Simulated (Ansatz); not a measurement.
**LaTe: stress in a strained cell**

Aim: deform LaTe (equal xy, yz and zx engineering shear strains of -1 %) and compute stress, forces and field gradients with LAPW, PAW and all-electron datasets made for the crystal.

Program: Ansatz 0.2.0. Level of theory: DFT LDA, scalar-relativistic. These are calculated values, not measurements.

## (1) The starting structure

It takes space group Fm-3m (No. 225, cubic). The conventional cell has a = 6.422 Å, b = 6.422 Å, c = 6.422 Å, α = 90.00°, β = 90.00°, γ = 90.00°. La (site symmetry m-3m) is surrounded by 6 Te at 3.21 Å. Te (site symmetry m-3m) has 6 La at 3.21 Å as nearest neighbours.

Coordinates:

```
La Te
1.0
     0.00000    3.21100    3.21100
     3.21100    0.00000    3.21100
     3.21100    3.21100    0.00000
La Te
1 1
Direct
  0.00000 0.00000 0.00000
  0.50000 0.50000 0.50000
```

Atoms are numbered in the order of the input: La1, Te2.

## (2) After the deformation

Space group Fm-3m before, R-3m after.

## (3) All-electron LAPW

Input file input.yaml:

```yaml
crystal:
  lattice:
    - [-0.03211, 3.194945, 3.194945]
    - [3.194945, -0.03211, 3.194945]
    - [3.194945, 3.194945, -0.03211]
  atoms:
    - { symbol: La, position: [0.0, 0.0, 0.0] }
    - { symbol: Te, position: [0.5, 0.5, 0.5] }
kpoints:
  mp_grid: { grid: [10, 10, 10] }
  band_path:
    path:
      - [0.0, 0.0, 0.0]
      - [0.5, 0.5, 0.5]
      - [0.2525443832, 0.5, 0.7474556168]
      - [-0.2525443832, 0.2525443832, 0.5]
      - [0.0, 0.0, 0.5]
      - [0.0, 0.0, 0.0]
      - [-0.3762721916, 0.0, 0.3762721916]
      - [0.0, 0.3762721916, 0.6237278084]
      - [0.0, 0.5, 0.5]
    npoints: 5
scf:
  occupations: { method: fermi_dirac, width: 0.08 }
hamiltonian:
  xc: lda
  pseudopotentials: { kind: all_electron, lapw: { basis_error: 0.001 } }
output:
  forces: true
  stress: true
  eigenvalues: true
```

Command:

```bash
ansatz run input.yaml --threads 1 --pin off --max-ram 3072MiB --backend cpu --events-out ev --progress --plain --runs-dir out
```

## (4) Frozen-core PAW

Input file input.yaml:

```yaml
crystal:
  lattice:
    - [-0.03211, 3.194945, 3.194945]
    - [3.194945, -0.03211, 3.194945]
    - [3.194945, 3.194945, -0.03211]
  atoms:
    - { symbol: La, position: [0.0, 0.0, 0.0] }
    - { symbol: Te, position: [0.5, 0.5, 0.5] }
kpoints:
  mp_grid: { grid: [10, 10, 10] }
scf:
  occupations: { method: fermi_dirac, width: 0.08 }
hamiltonian:
  xc: lda
  pseudopotentials: { kind: paw }
output:
  forces: true
  stress: true
  eigenvalues: true
  efg: { contact_densities: true }
```

## (5) All-electron PAW on datasets made for the crystal

input.yaml, as its differences from that of step 4:

```diff
@@ -14,3 +14,3 @@
   xc: lda
-  pseudopotentials: { kind: paw }
+  pseudopotentials: { kind: all_electron, datasets: crystal }
 output:
```

(Steps that only read results are left out.)

What does the calculation give? Wanted: pressure; largest shear or deviatoric stress.

The runs gave:

| quantity | value |
| --- | --- |
| pressure | LAPW -2.14, PAW -2.17, crystal datasets -2.14 GPa |
| largest shear or deviatoric stress (LAPW) | 0.09 GPa |

In words: The largest part of the stress beyond the pressure is 0.09 GPa in size; the atoms are carried along and not relaxed. No run of the undeformed cell stands beside it, so the pressure holds what the given cell had before the change. PAW: stress within 0.03 GPa of LAPW. Crystal datasets: stress within 0.01 GPa of LAPW. Spin-orbit coupling is left out, though the cell holds La; in elements this heavy it can shift bands and gaps by tenths of an eV.
